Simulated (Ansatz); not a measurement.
# PbS: the cost of one run

Computed with Ansatz 0.2.0 (reference: DFT, HSE06, plane waves, PAW, unless a step's input says otherwise).

3 further runs of the same task are left out: 3 that didn't finish.

### Step 1. The structure to begin with

The structure is trigonal, space group R3m (No. 160). The conventional cell has a = 4.201 Å, b = 4.201 Å, c = 10.291 Å, α = 90.00°, β = 90.00°, γ = 120.00°. Around Pb (site symmetry 3m) lie 6 S at 2.97 Å. S (site symmetry 3m) is surrounded by 6 Pb at 2.97 Å.

As a file:

```xyz
2
Lattice="2.1005 1.2127 3.4302 -2.1005 1.2127 3.4302 0.0000 -2.4255 3.4302" Properties=species:S:1:pos:R:3 pbc="T T T"
Pb    0.0000    0.0000   10.0657
S     0.0000    0.0000    4.9133
```

### Step 2. The reference run

File input.yaml:

```yaml
crystal:
  lattice:
    - [2.1005109573, 1.2127305666, 3.4301898177]
    - [-2.1005109573, 1.2127305666, 3.4301898177]
    - [0.0, -2.4254611333, 3.4301898176]
  atoms:
    - { symbol: Pb, position: [0.9781436759, 0.9781436759, 0.9781436759] }
    - { symbol: S, position: [0.4774576541, 0.4774576541, 0.4774576541] }
kpoints:
  mp_grid: { grid: [4, 4, 4] }
hamiltonian:
  xc: hse06
scf:
  occupations: { method: fixed }
  n_extra_bands: 4
output:
  forces: true
  stress: true
  eigenvalues: true
```

Launch:

```bash
$ ansatz run input.yaml --threads 4 --pin off --max-ram 4608MiB --backend cpu --events-out ev --progress --plain --runs-dir out
```

**Question.** How long does this run take on 4 threads of Arm Neoverse N1, shared host, and how much memory does it need?

About 14 s, with a peak of 0.71 GiB.
